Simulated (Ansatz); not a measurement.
# BCl₃H₃N: basis-set convergence

Aim: see how fast density functionals converge with the basis set for BCl₃H₃N.

The runs use Ansatz 0.2.0, Gaussian basis; one geometry, several basis sets.

The runs, in order: PBE0-D4/def2-SVP; ωB97M-V/def2-SVP; PBE0-D4/def2-QZVPP; ωB97M-V/def2-QZVPP; the functionals' def2-TZVPP values are taken from earlier runs.

## Step 1: The geometry

The geometry comes from an earlier relaxation with PBE0-D4 in a triple-zeta def2 set; it is a stationary point, not always the lowest conformer.

SMILES `[NH3+][B-](Cl)(Cl)Cl`, 8 atoms, charge 0, spin multiplicity 1.

Atoms are counted from 1 here; the program's logs count them from 0.

Bond lengths: N1–B2 1.614 Å, N1–H6 1.018 Å, N1–H7 1.018 Å, N1–H8 1.018 Å, B2–Cl3 1.827 Å, B2–Cl4 1.827 Å, B2–Cl5 1.827 Å. Angles: B2–N1–H6 109.8°, B2–N1–H7 109.8°, B2–N1–H8 109.8°, H6–N1–H7 109.2°, H6–N1–H8 109.2°, H7–N1–H8 109.2°, N1–B2–Cl3 105.1°, N1–B2–Cl4 105.1°, N1–B2–Cl5 105.1°, Cl3–B2–Cl4 113.5°, Cl3–B2–Cl5 113.5°, Cl4–B2–Cl5 113.5°.

## Step 2: PBE0-D4 in def2-SVP

Input file in.yaml:

```yaml
crystal:
  periodic: [false, false, false]
  atoms:
    - {symbol: N, position_ang: [-0.344830, -0.361111, 0.686627]}
    - {symbol: B, position_ang: [0.326845, 0.306141, -0.620745]}
    - {symbol: Cl, position_ang: [-0.637163, 1.827772, -0.926843]}
    - {symbol: Cl, position_ang: [0.148075, -0.946171, -1.939125]}
    - {symbol: Cl, position_ang: [2.063525, 0.626793, -0.152241]}
    - {symbol: H, position_ang: [-0.283370, 0.282869, 1.472086]}
    - {symbol: H, position_ang: [0.142409, -1.222783, 0.922322]}
    - {symbol: H, position_ang: [-1.323390, -0.570509, 0.502219]}
basis:
  gaussian: {orbitals: def2-SVP}
hamiltonian: {xc: pbe0, dispersion: d4}
output: {orbitals: {seedname: orbitals}}
```

On the command line:

```bash
$ ansatz run in.yaml --threads 4 --pin off --events-out ev --progress --plain --max-ram 10444MiB
```

Further steps of the session: ωB97M-V in def2-SVP; PBE0-D4 in def2-QZVPP; ωB97M-V in def2-QZVPP.

Q: Predict the results of all the runs planned. Wanted: PBE0-D4: double and triple zeta above quadruple; ωB97M-V: double and triple zeta above quadruple.

**Answer**, as computed:

| quantity | value |
| --- | --- |
| PBE0-D4: double and triple zeta above quadruple | 16.52, 1.22 eV |
| ωB97M-V: double and triple zeta above quadruple | 16.40, 1.16 eV |

**Reading.** PBE0-D4 gains 15.30 eV from double to triple zeta, then 1.22 eV more. These are total energies; as a rule much of such shifts cancels in differences, which this series doesn't test. The LUMO of ωB97M-V is positive and keeps falling with the basis (1.91 to 0.73 eV): an unbound level that the basis holds in place.
